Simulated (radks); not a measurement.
# The Coulomb parameter U of the 5d shell of Os³⁺

Aim: U as the second difference [E(n + 0.5) + E(n − 0.5) − 2E(n)]/0.5², with all orbitals relaxed. Bare: the atom's charge changes with n. Screened: the 6p shell takes up the change. The start is a model configuration, not necessarily the ground state.

Program: radks (a radial shooting solver on a logarithmic mesh, Libxc functionals) version 1. Level of theory: scalar-relativistic Kohn-Sham, PBE, spin-unpolarised, spherical densities, point nucleus. These are calculated values, not measurements, unless marked.

### Step 1. The system

| Property | Result |
| --- | --- |
| element | osmium (Z = 76) |
| charge | +3 |
| electrons | 73 |
| configuration | [Xe] 4f14 5d3 6p2 |

Outer shells as boxes (Hund's rule):

Os³⁺
```
[Xe] core
4f [↑↓][↑↓][↑↓][↑↓][↑↓][↑↓][↑↓]
5d [↑ ][↑ ][↑ ][  ][  ]
6p [↑ ][↑ ][  ]
```

### Step 2. Start: [Xe] 4f14 5d3 6p2

The run's settings:

```text
Z 76
configuration [Xe] 4f14 5d3 6p2
relativity scalar-relativistic
functional pbe,pbe
spin unpolarised
nucleus point
c 137.035999084
```

### Step 3. Bare +0.5: [Xe] 4f14 5d3.5 6p2

The run's settings:

```text
Z 76
configuration [Xe] 4f14 5d3.5 6p2
relativity scalar-relativistic
functional pbe,pbe
spin unpolarised
nucleus point
c 137.035999084
```

### Step 4. Bare -0.5: [Xe] 4f14 5d2.5 6p2

The run's settings:

```text
Z 76
configuration [Xe] 4f14 5d2.5 6p2
relativity scalar-relativistic
functional pbe,pbe
spin unpolarised
nucleus point
c 137.035999084
```

### Step 5. Screened +0.5: [Xe] 4f14 5d3.5 6p1.5

The run's settings:

```text
Z 76
configuration [Xe] 4f14 5d3.5 6p1.5
relativity scalar-relativistic
functional pbe,pbe
spin unpolarised
nucleus point
c 137.035999084
```

### Step 6. Screened -0.5: [Xe] 4f14 5d2.5 6p2.5

The run's settings:

```text
Z 76
configuration [Xe] 4f14 5d2.5 6p2.5
relativity scalar-relativistic
functional pbe,pbe
spin unpolarised
nucleus point
c 137.035999084
```

Before running it: what results should come out?

As calculated:

| quantity | value (eV) |
| --- | --- |
| U, bare | 13.017 |
| U, screened by 6p | 2.110 |
| F0(5d,5d), frozen orbitals | 16.139 |

In words: Relaxing the orbitals brings U down to 81 % of the Slater integral F0. Letting 6p compensate leaves 16 % of the bare value; this second difference measures U(5d,5d) + U(6p,6p) − 2U(5d,6p). A solid screens further than the bare atom, so the bare value is an upper guide for the U of a crystal.
